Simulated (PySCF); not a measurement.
**B2SiN2H8 (SMILES NBBN[SiH3]): levels of theory compared**

We compute a comparison of 6 runs (HF/STO-3G, HF/3-21G, HF/def2-SVP, B3LYP/6-31G**, PBE0/def2-SVP, PBE0/pcseg-1) of B2SiN2H8. 

The results are computed with PySCF 2.14.0.

### Step 1. The system as given

B2SiN2H8: 13 atoms, total charge 0, spin state singlet. SMILES: `NBBN[SiH3]`. The shape is that of a GFN2-xTB optimisation. This is one conformer, not always the lowest.

Bond lengths: N1–B2 1.388 Å, B2–B3 1.667 Å, B3–N4 1.410 Å, N4–Si5 1.736 Å, N1–H6 1.008 Å, N1–H7 1.007 Å, B2–H8 1.183 Å, B3–H9 1.186 Å, N4–H10 1.013 Å, Si5–H11 1.469 Å, Si5–H12 1.471 Å, Si5–H13 1.459 Å. Some angles: N1–B2–B3 123.0°, B2–B3–N4 121.7°, B3–N4–Si5 131.7°, N1–B2–H8 114.4°, B3–B2–H8 122.6°, B2–N1–H6 124.5°, B2–N1–H7 123.6°, B2–B3–H9 123.2°, N4–B3–H9 115.1°, B3–N4–H10 115.9°.

### Step 2. Energy and forces at HF/STO-3G (run 1)

run.py

```python
from pyscf import gto, scf

mol = gto.M(
    atom=[
    ('N', (-1.916300, -0.610940, -1.035940)),
    ('B', (-0.927600, -1.200040, -0.260250)),
    ('B', (0.699260, -0.948660, -0.520460)),
    ('N', (1.380320, 0.145600, 0.050870)),
    ('Si', (0.840980, 1.421790, 1.096700)),
    ('H', (-2.904860, -0.759520, -0.909110)),
    ('H', (-1.724500, 0.014350, -1.801050)),
    ('H', (-1.334380, -1.915600, 0.590110)),
    ('H', (1.372840, -1.674050, -1.173870)),
    ('H', (2.371670, 0.201890, -0.147620)),
    ('H', (1.461180, 1.254190, 2.418240)),
    ('H', (1.295520, 2.688020, 0.503040)),
    ('H', (-0.614140, 1.382970, 1.189330)),
],
    verbose=4,
    spin=0,
    basis='sto-3g',
    max_memory=1860,
)

calc0 = scf.RHF(mol)
calc0.conv_tol = 1e-10
calc0.kernel()
if not calc0.converged:
    calc0 = calc0.newton().run(calc0.mo_coeff, calc0.mo_occ)

e_final = calc0.e_tot
print(f'total energy: {e_final:.8f} hartree')
grad = calc0.nuc_grad_method().kernel()
dip = calc0.dip_moment()
pop, q = calc0.mulliken_pop()
```

Command:

```bash
$ OMP_NUM_THREADS=1 python run.py
```

Log:

```text
PySCF version 2.14.0

[... 67 lines left out ...]
converged SCF energy = -446.582619164085
total energy: -446.58261916 hartree
[... 11 lines left out ...]
Dipole moment(X, Y, Z, Debye): -0.32778,  1.92821, -0.14685
[... 12 lines left out ...]
pop of  2 B 2s            0.92631
pop of  2 B 2px           0.84997
pop of  2 B 2py           0.57048
pop of  2 B 2pz           0.45392
pop of  3 N 1s            1.99502
pop of  3 N 2s            1.53560
pop of  3 N 2px           1.14494
pop of  3 N 2py           1.39566
pop of  3 N 2pz           1.52545
pop of  4 Si 1s           1.99960
pop of  4 Si 2s           1.98724
pop of  4 Si 3s           1.14273
pop of  4 Si 2px          1.96492
pop of  4 Si 2py          1.96425
pop of  4 Si 2pz          1.96464
pop of  4 Si 3px          0.76004
pop of  4 Si 3py          0.67491
pop of  4 Si 3pz          0.71603
pop of  5 H 1s            0.81708
pop of  6 H 1s            0.82313
pop of  7 H 1s            1.09965
pop of  8 H 1s            1.10277
pop of  9 H 1s            0.84243
pop of  10 H 1s           1.16195
pop of  11 H 1s           1.16489
pop of  12 H 1s           1.15247
 ** Mulliken atomic charges  **
charge of    0N =     -0.48831
charge of    1B =      0.21494
charge of    2B =      0.20879
charge of    3N =     -0.59667
charge of    4Si =      0.82564
charge of    5H =      0.18292
charge of    6H =      0.17687
charge of    7H =     -0.09965
charge of    8H =     -0.10277
charge of    9H =      0.15757
charge of   10H =     -0.16195
charge of   11H =     -0.16489
charge of   12H =     -0.15247
```

It took 4.2 s on 1 thread of Intel Xeon at 2.70GHz, shared host; peak memory 0.12 GiB.

### Step 3. Energy and gradient at HF/3-21G (run 2)

run.py

```python
import pyscf.grad
from pyscf import gto

mol = gto.M(
    atom='''
N     -1.916300    -0.610940    -1.035940
B     -0.927600    -1.200040    -0.260250
B      0.699260    -0.948660    -0.520460
N      1.380320     0.145600     0.050870
Si     0.840980     1.421790     1.096700
H     -2.904860    -0.759520    -0.909110
H     -1.724500     0.014350    -1.801050
H     -1.334380    -1.915600     0.590110
H      1.372840    -1.674050    -1.173870
H      2.371670     0.201890    -0.147620
H      1.461180     1.254190     2.418240
H      1.295520     2.688020     0.503040
H     -0.614140     1.382970     1.189330
''',
    basis='3-21g',
    verbose=4,
    max_memory=1860,
    charge=0,
)

calc0 = mol.RHF()
calc0.conv_tol = 1e-10
calc0.kernel()
if not calc0.converged:
    calc0 = calc0.newton().run(calc0.mo_coeff, calc0.mo_occ)

etot = calc0.e_tot
print('Final energy', etot)
grad = calc0.Gradients().kernel()
dip = calc0.dip_moment()
pop, q = calc0.mulliken_pop()
```

Command:

```bash
$ OMP_NUM_THREADS=1 python run.py
```

Log:

```text
PySCF version 2.14.0

[... 69 lines left out ...]
converged SCF energy = -449.502089103302
Final energy -449.50208910330184
[... 11 lines left out ...]
Dipole moment(X, Y, Z, Debye): -0.45517,  1.67806, -0.67289
[... 40 lines left out ...]
pop of  4 Si 4s           0.42835
pop of  4 Si 2px          1.95744
pop of  4 Si 2py          1.95574
pop of  4 Si 2pz          1.95681
pop of  4 Si 3px          0.54147
pop of  4 Si 3py          0.46678
pop of  4 Si 3pz          0.49702
pop of  4 Si 4px          0.16112
pop of  4 Si 4py          0.10371
pop of  4 Si 4pz          0.14303
pop of  5 H 1s            0.44693
pop of  5 H 2s            0.23002
pop of  6 H 1s            0.44961
pop of  6 H 2s            0.23602
pop of  7 H 1s            0.46390
pop of  7 H 2s            0.60618
pop of  8 H 1s            0.46476
pop of  8 H 2s            0.61190
pop of  9 H 1s            0.43887
pop of  9 H 2s            0.22400
pop of  10 H 1s           0.43717
pop of  10 H 2s           0.78640
pop of  11 H 1s           0.43717
pop of  11 H 2s           0.78862
pop of  12 H 1s           0.43846
pop of  12 H 2s           0.76788
 ** Mulliken atomic charges  **
charge of    0N =     -0.89924
charge of    1B =      0.33517
charge of    2B =      0.36491
charge of    3N =     -1.10770
charge of    4Si =      1.13475
charge of    5H =      0.32305
charge of    6H =      0.31438
charge of    7H =     -0.07008
charge of    8H =     -0.07666
charge of    9H =      0.33713
charge of   10H =     -0.22357
charge of   11H =     -0.22580
charge of   12H =     -0.20633
```

It took 4.5 s on 1 thread of Intel Xeon at 2.70GHz, shared host; peak memory 0.14 GiB.

### Step 4. Energy and forces at HF/def2-SVP (run 3)

start.xyz

```xyz
13
B2H8N2Si
N     -1.916300    -0.610940    -1.035940
B     -0.927600    -1.200040    -0.260250
B      0.699260    -0.948660    -0.520460
N      1.380320     0.145600     0.050870
Si     0.840980     1.421790     1.096700
H     -2.904860    -0.759520    -0.909110
H     -1.724500     0.014350    -1.801050
H     -1.334380    -1.915600     0.590110
H      1.372840    -1.674050    -1.173870
H      2.371670     0.201890    -0.147620
H      1.461180     1.254190     2.418240
H      1.295520     2.688020     0.503040
H     -0.614140     1.382970     1.189330
```

calc.py

```python
# NBBN[SiH3]
from pyscf import gto, scf

mol = gto.M(
    atom='start.xyz',
    verbose=4,
    max_memory=1860,
    basis='def2-svp',
)

mf = scf.RHF(mol)
mf.conv_tol = 1e-10
mf.kernel()
if not mf.converged:
    mf = mf.newton().run(mf.mo_coeff, mf.mo_occ)

energy = mf.e_tot
print('E(%s) = %.9f' % ('HF', energy))
grad = mf.nuc_grad_method().kernel()
mf.analyze()
```

Command:

```bash
$ OMP_NUM_THREADS=1 python calc.py
```

Log:

```text
PySCF version 2.14.0

[... 94 lines left out ...]
MO #4   energy= -7.56668012841124  occ= 2
[... 10 lines left out ...]
MO #15  energy= -0.658811718953422 occ= 2
[... 10 lines left out ...]
MO #26  energy= 0.184574487599437  occ= 0
[... 10 lines left out ...]
MO #37  energy= 0.384080340059084  occ= 0
[... 10 lines left out ...]
MO #48  energy= 0.692517755338711  occ= 0
[... 10 lines left out ...]
MO #59  energy= 1.0153645299576    occ= 0
[... 10 lines left out ...]
MO #70  energy= 1.34449070105957   occ= 0
[... 10 lines left out ...]
MO #81  energy= 1.86653061383881   occ= 0
[... 10 lines left out ...]
MO #92  energy= 2.18188064269798   occ= 0
[... 10 lines left out ...]
MO #103 energy= 2.80746727738498   occ= 0
[... 10 lines left out ...]
MO #114 energy= 3.84184181895321   occ= 0
[... 91 lines left out ...]
pop of  8 H 1s            1.03702
pop of  8 H 2s            0.00378
pop of  8 H 2px           0.00078
pop of  8 H 2py           0.00093
pop of  8 H 2pz           0.00070
pop of  9 H 1s            0.77391
pop of  9 H 2s            0.01069
pop of  9 H 2px           0.00191
pop of  9 H 2py           0.00042
pop of  9 H 2pz           0.00095
pop of  10 H 1s           1.15357
pop of  10 H 2s           0.00281
pop of  10 H 2px          0.00110
pop of  10 H 2py          0.00020
pop of  10 H 2pz          0.00414
pop of  11 H 1s           1.15358
pop of  11 H 2s           0.00249
pop of  11 H 2px          0.00061
pop of  11 H 2py          0.00365
pop of  11 H 2pz          0.00101
pop of  12 H 1s           1.13339
pop of  12 H 2s           0.00271
pop of  12 H 2px          0.00529
pop of  12 H 2py          0.00007
pop of  12 H 2pz          0.00007
 ** Mulliken atomic charges  **
charge of    0N =     -0.41680
charge of    1B =      0.04128
charge of    2B =      0.06587
charge of    3N =     -0.57701
charge of    4Si =      0.80791
charge of    5H =      0.21209
charge of    6H =      0.20475
charge of    7H =     -0.04230
charge of    8H =     -0.04322
charge of    9H =      0.21213
charge of   10H =     -0.16181
charge of   11H =     -0.16134
charge of   12H =     -0.14153
Dipole moment(X, Y, Z, Debye): -0.42620,  1.36752, -0.75702
```

Wall time 14 s (1 thread of Intel Xeon at 2.70GHz, shared host); peak memory 0.28 GiB.

Runs 4 to 5 aren't shown in full; the table further down has their settings and results.

### Step 5. Energy and forces at PBE0/pcseg-1 (run 6)

calc.py

```python
# NBBN[SiH3]
import pyscf.grad
from pyscf import gto, dft

system = gto.M(
    atom='''
N       -1.916300      -0.610940      -1.035940
B       -0.927600      -1.200040      -0.260250
B        0.699260      -0.948660      -0.520460
N        1.380320       0.145600       0.050870
Si       0.840980       1.421790       1.096700
H       -2.904860      -0.759520      -0.909110
H       -1.724500       0.014350      -1.801050
H       -1.334380      -1.915600       0.590110
H        1.372840      -1.674050      -1.173870
H        2.371670       0.201890      -0.147620
H        1.461180       1.254190       2.418240
H        1.295520       2.688020       0.503040
H       -0.614140       1.382970       1.189330
''',
    spin=0,
    basis='pcseg-1',
    max_memory=1860,
    verbose=3,
)

mf = dft.RKS(system, xc='pbe0')
mf.conv_tol = 1e-10
mf.grids.level = 5
mf.kernel()
if not mf.converged:
    mf = mf.newton().run(mf.mo_coeff, mf.mo_occ)

etot = mf.e_tot
print('Final energy', etot)
grad = mf.Gradients().kernel()
mf.analyze()
```

Command:

```bash
$ OMP_NUM_THREADS=1 python calc.py
```

Log:

```text
converged SCF energy = -453.206492455149
[... 13 lines left out ...]
MO #4   energy= -6.74696483899585  occ= 2
[... 9 lines left out ...]
MO #14  energy= -0.522994485746382 occ= 2
[... 9 lines left out ...]
MO #24  energy= 0.00289643247894952 occ= 0
[... 9 lines left out ...]
MO #34  energy= 0.179873079727102  occ= 0
[... 9 lines left out ...]
MO #44  energy= 0.376556834821062  occ= 0
[... 9 lines left out ...]
MO #54  energy= 0.632684089223062  occ= 0
[... 9 lines left out ...]
MO #64  energy= 0.984257218094204  occ= 0
[... 9 lines left out ...]
MO #74  energy= 1.47458704656824   occ= 0
[... 9 lines left out ...]
MO #84  energy= 1.96855192072575   occ= 0
[... 9 lines left out ...]
MO #94  energy= 2.24213085642178   occ= 0
[... 9 lines left out ...]
MO #104 energy= 2.62016482006401   occ= 0
[... 9 lines left out ...]
MO #114 energy= 3.52725071188926   occ= 0
[... 14 lines left out ...]
Dipole moment(X, Y, Z, Debye): -0.48710,  1.63317, -0.67937
```

It took 65 s on 1 thread of Intel Xeon at 2.70GHz, shared host; peak memory 1.2 GiB.

### Step 6. The series

```csv
run,level,integration grid,energy (Eh),dipole moment (D),HOMO energy (eV),LUMO energy (eV),wall time
1,HF/STO-3G,–,-446.582619,1.96,-8.77,9.12,4.2 s
2,HF/3-21G,–,-449.502089,1.86,-10.50,4.13,4.5 s
3,HF/def2-SVP,–,-451.727815,1.62,-10.74,3.74,14 s
4,B3LYP/6-31G** (spherical functions),5,-453.598343,1.81,-6.94,0.26,63 s
5,PBE0/def2-SVP,5,-453.039773,1.89,-7.31,0.25,63 s
6,PBE0/pcseg-1,5,-453.206492,1.83,-7.42,0.08,65 s
```

### Step 7. What came out

| quantity | value |
| --- | --- |
| run 6: total energy | -453.20649 Eh |
| run 6: dipole moment | 1.83 D |
| run 6: HOMO energy | -7.42 eV |
| run 6: LUMO energy | 0.08 eV |
| run 6: HOMO–LUMO gap | 7.50 eV |
| run 6: largest force on an atom | 0.697 eV/Å |

**Reading.** The dipole moment (its size) runs from 1.62 D (HF/def2-SVP) to 1.96 D (HF/STO-3G). The HOMO–LUMO gap runs from 7.20 eV (B3LYP/6-31G**) to 17.89 eV (HF/STO-3G). The two ends differ in method and basis. Totals of different functionals can't be ranked against each other. In run 1 the basis is minimal, so the values are rough. All runs together took 3.6 min, the longest 65 s.
